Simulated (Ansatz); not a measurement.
# FW: the cost of one run

Method: def2-QZVPP, core rule «outside noble gas», up to 5 orbitals frozen; program: Ansatz 0.2.0, Gaussian basis.

Plan: UHF; ROHF; CCSD(T) on UHF.

2 further runs of the same task are left out: 2 set aside as unsound or not needed.

## Step 1: The system

The geometry is a PBE0/def2-TZVP stationary point (not a proven minimum) of the parent state, kept for this charge and spin. No spin-orbit coupling is included. Elements past krypton take def2 core potentials.

2 atoms, charge 0, spin multiplicity 4.

Atoms are counted from 1 here; the program's logs count them from 0.

Bond lengths: W1–F2 1.828 Å.

## Step 2: UHF

in.yaml reads:

```yaml
crystal:
  periodic: [false, false, false]
  atoms:
    - {symbol: W, position_ang: [0.000000, 0.000000, 0.000000]}
    - {symbol: F, position_ang: [0.000000, 0.000000, 1.827922]}
basis:
  gaussian: {orbitals: "def2-QZVPP.json"}
magnetization: {spin_polarized: true, initial_magnetization: 3}
hamiltonian: {xc: hf}
output: {orbitals: {seedname: orbitals}}
```

Run with:

```sh
ansatz run in.yaml --threads 1 --pin off --events-out ev --progress --plain --max-ram 4096MiB --backend cpu
```

What time and memory should one allow on 1 thread of AMD EPYC 7R13, shared host?

About 22 s, with a peak of 0.31 GiB.
